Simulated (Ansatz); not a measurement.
# C5H16N2Si: the cost of one run

Method: RKS r2SCAN-D4/STO-3G, in Ansatz 0.2.0.

## (1) The system as given

Bond lengths (14 of 23 bonds, heavy atoms first): Si1–N3 1.820 Å, N3–C4 1.470 Å, N3–C8 1.470 Å, Si1–C12 1.869 Å, Si1–N16 1.819 Å, N16–C17 1.470 Å, N16–C21 1.470 Å, Si1–H2 1.460 Å, C4–H5 1.110 Å, C4–H6 1.110 Å, C4–H7 1.110 Å, C8–H9 1.110 Å, C8–H10 1.110 Å, C8–H11 1.110 Å. Angles (14 of 42 angles, heavy atoms first): N3–Si1–C12 109.5°, N3–Si1–N16 109.5°, C12–Si1–N16 109.5°, Si1–N3–C4 120.0°, Si1–N3–C8 120.0°, C4–N3–C8 120.0°, Si1–N16–C17 120.0°, Si1–N16–C21 120.0°, C17–N16–C21 120.0°, H2–Si1–N3 109.5°, H2–Si1–C12 109.5°, H2–Si1–N16 109.5°, N3–C4–H5 109.5°, N3–C4–H6 109.5°.

The coordinates stand in the first input below.

## (2) Relaxing the start

input.yaml

```yaml
crystal:
  periodic: [false, false, false]
  atoms:
    - { symbol: Si, position_ang: [0.0, 0.0, 0.0] }
    - { symbol: H, position_ang: [0.0, 0.0, 1.46] }
    - { symbol: "N", position_ang: [1.7163, 0.0, -0.6061] }
    - { symbol: C, position_ang: [2.4072, -1.273, -0.8567] }
    - { symbol: H, position_ang: [1.7433, -1.947, -1.4373] }
    - { symbol: H, position_ang: [3.3364, -1.083, -1.4334] }
    - { symbol: H, position_ang: [2.6645, -1.7518, 0.1112] }
    - { symbol: C, position_ang: [2.4114, 1.273, -0.8449] }
    - { symbol: H, position_ang: [3.0382, 1.1875, -1.757] }
    - { symbol: H, position_ang: [1.6647, 2.0824, -0.9844] }
    - { symbol: H, position_ang: [3.0569, 1.5118, 0.0259] }
    - { symbol: C, position_ang: [-0.8808, 1.5259, -0.6227] }
    - { symbol: H, position_ang: [-1.9334, 1.2723, -0.8671] }
    - { symbol: H, position_ang: [-0.8624, 2.3106, 0.1622] }
    - { symbol: H, position_ang: [-0.3704, 1.9025, -1.5336] }
    - { symbol: "N", position_ang: [-0.8572, -1.4851, -0.6061] }
    - { symbol: C, position_ang: [-1.5991, -2.3398, 0.332] }
    - { symbol: H, position_ang: [-1.2218, -2.1735, 1.3626] }
    - { symbol: H, position_ang: [-2.6791, -2.0872, 0.2887] }
    - { symbol: H, position_ang: [-1.4574, -3.4051, 0.0541] }
    - { symbol: C, position_ang: [-0.8082, -1.8308, -2.034] }
    - { symbol: H, position_ang: [-1.6103, -1.2865, -2.5747] }
    - { symbol: H, position_ang: [0.1794, -1.5432, -2.4511] }
    - { symbol: H, position_ang: [-0.9565, -2.9241, -2.1559] }
basis:
  gaussian: { orbitals: STO-3G }
hamiltonian:
  xc: r2scan
  dispersion: d4
relax:
  f_tol: 0.02
  max_steps: 40
```

Started as:

```
$ ansatz run input.yaml --threads 1 --pin off --max-ram 2048MiB --backend cpu --events-out ev --progress --plain --runs-dir out
```

**Question.** How long does this run take on 1 thread of Intel Xeon at 2.50GHz (Skylake/Cascade Lake), shared host, and how much memory does it need?

About 4.5 min, with a peak of 0.2 GiB.
